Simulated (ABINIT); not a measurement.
Crystal: SbMo3P.

```
CELL_PARAMETERS angstrom
4.70807 0.00000 0.00000
0.00000 4.70807 0.00000
0.00000 0.00000 4.70807
ATOMIC_POSITIONS crystal
Sb 0.00000 0.00000 0.00000
Mo 0.50000 0.00000 0.50000
Mo 0.00000 0.50000 0.50000
Mo 0.50000 0.50000 0.00000
P 0.50000 0.50000 0.50000
```

The cell was built by a generator and needn't be a form met in nature.

| Quantity | Value |
| --- | --- |
| Program | ABINIT 10.8.3 (patched build) |
| Task | relaxation of cell and atoms |
| Functional | PBE |
| Potentials or basis | JTH PAW PBE v2.0 |
| Cutoff | 544 eV |
| k mesh | 6 × 6 × 6 |
| Occupations | fermi-dirac, width 0.05 eV |
| Spin | no spin polarisation |

At the start: pressure -16.0 GPa; volume 20.87 Å³/atom.

Q: How do energy, volume and symmetry change on relaxing?

A: Over 5 steps the energy falls by 155.3 meV/atom and the volume is 18.16 Å³/atom (-13.0 %); space group Pm-3m (No. 221, to 0.05 Å).

The path:
| step | energy change (eV) | largest force (eV/Å) | pressure (GPa) | volume (Å³) |
| --- | --- | --- | --- | --- |
| 1 | 0.0000 | 0.0000 | -15.99 | 104.36 |
| 2 | -0.4369 | 0.0000 | -11.64 | 99.34 |
| 3 | -0.7494 | 0.0000 | 4.10 | 88.60 |
| 4 | -0.7760 | 0.0000 | -0.56 | 91.10 |
| 5 | -0.7766 | 0.0000 | -0.02 | 90.79 |

Final structure:
```yaml
crystal:
  lattice:
    - [4.49446, 0.00000, 0.00000]
    - [0.00000, 4.49446, 0.00000]
    - [0.00000, 0.00000, 4.49446]
  atoms:
    - { symbol: Sb, position: [0.00000, 0.00000, 0.00000] }
    - { symbol: Mo, position: [0.50000, 0.00000, 0.50000] }
    - { symbol: Mo, position: [0.00000, 0.50000, 0.50000] }
    - { symbol: Mo, position: [0.50000, 0.50000, 0.00000] }
    - { symbol: P, position: [0.50000, 0.50000, 0.50000] }
```
